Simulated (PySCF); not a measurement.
# CHF3Mo (Mo(CH)F3): the cost of one run

Programs: PySCF 2.14.0, with density-fitted response routines of our own. Each step states its level of theory. These are calculated values for one molecule in the gas phase, unless marked as measured. Atoms are numbered from 0 throughout.

### Step 1. The molecule as given

6 atoms, charge 0, multiplicity 1; geometry from: GFN2-xTB. The atoms were then displaced at random by about 0.03 Å, so the start is not that level's minimum.

Bonds of the start (Å): Mo0–C1 1.80, Mo0–F3 1.87, Mo0–F4 1.91, Mo0–F5 1.79, C1–H2 1.05.

### Step 2. Geometry optimisation at PBE0-D3(BJ)/def2-SVP

What the job is given:

```
{"job": {"xc": "PBE0", "basis": "def2-SVP", "d3": "d3bj", "grid": 1, "maxiter": 40, "shake": 0.03, "kind": "geom"}, "charge": 0, "multiplicity": 1}
Mo     0.052830    -0.081650    -0.528040
C     -0.000820     0.001230     1.267640
H     -0.018820     0.021560     2.316820
F      1.836430    -0.003260    -1.067520
F     -0.908710     1.486690    -1.059280
F     -0.897780    -1.520590    -0.998900
```

Command:

```console
$ OMP_NUM_THREADS=1 python probes_run.py task.json out
```

One launch serves the whole session: the jobs run in the order shown.

**Question.** How long does this first job take on 1 thread of Arm Neoverse N1, shared host, and how much memory does it need?

About 41 s, with a peak of 0.35 GiB.
